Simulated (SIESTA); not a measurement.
The system is NiMoIrPdW.

```
CELL_PARAMETERS angstrom
2.76078 0.00000 0.00000
-1.38039 2.39090 0.00000
0.00000 0.00000 11.34051
ATOMIC_POSITIONS crystal
Ni 0.00000 0.00000 0.70917
Mo 0.66667 0.33333 0.29425
Pd 0.66667 0.33333 0.89901
Ir 0.00000 0.00000 0.10604
W 0.66667 0.33333 0.52921
```

The cell was built by a generator and needn't be a form met in nature.

Base run:

```yaml
Program: SIESTA 5.4.2
Functional: PBE
Potentials_or_basis: PseudoDojo 0.4 standard (PBE files)
Basis: DZP (energy shift 0.003 Ry; two zetas on semicore shells)
Grid_cutoff: 800 Ry
Energy_shift: 0.003 Ry
k_mesh: 11 × 11 × 3
Occupations: fermi-dirac, width 0.05 eV
Spin: collinear spin, ferromagnetic start
Starting_moments: "[1.0, 1.0, 0.0, 0.6, 0.0] μB"
```

Its results: band gap on the k mesh none (metal or under the smearing width); pressure 2.2 GPa; net moment 0.00 μB per cell; largest force 0.642 eV/Å.

Question: The run is repeated on the same cell with these changes: functional from PBE to BLYP. What comes out?

Answer: Band gap on the k mesh none (metal or under the smearing width); pressure 12.7 GPa; net moment 0.00 μB per cell; largest force 0.908 eV/Å.

BLYP binds less tightly than PBE, so the same cell stands under more pressure.

Caveats: short orbitals over semicore shells can move pressures by several GPa; the valence orbitals were made in a potential fitted to the semicore shell under them, which widens gaps by tenths of an eV or more; the basis of atomic orbitals isn't converged, which shifts pressures, moduli and gaps; the potentials were made for another functional, which shifts forces and pressure (some runs); spin-orbit coupling is left out, which moves the levels of the heavy elements (some runs).
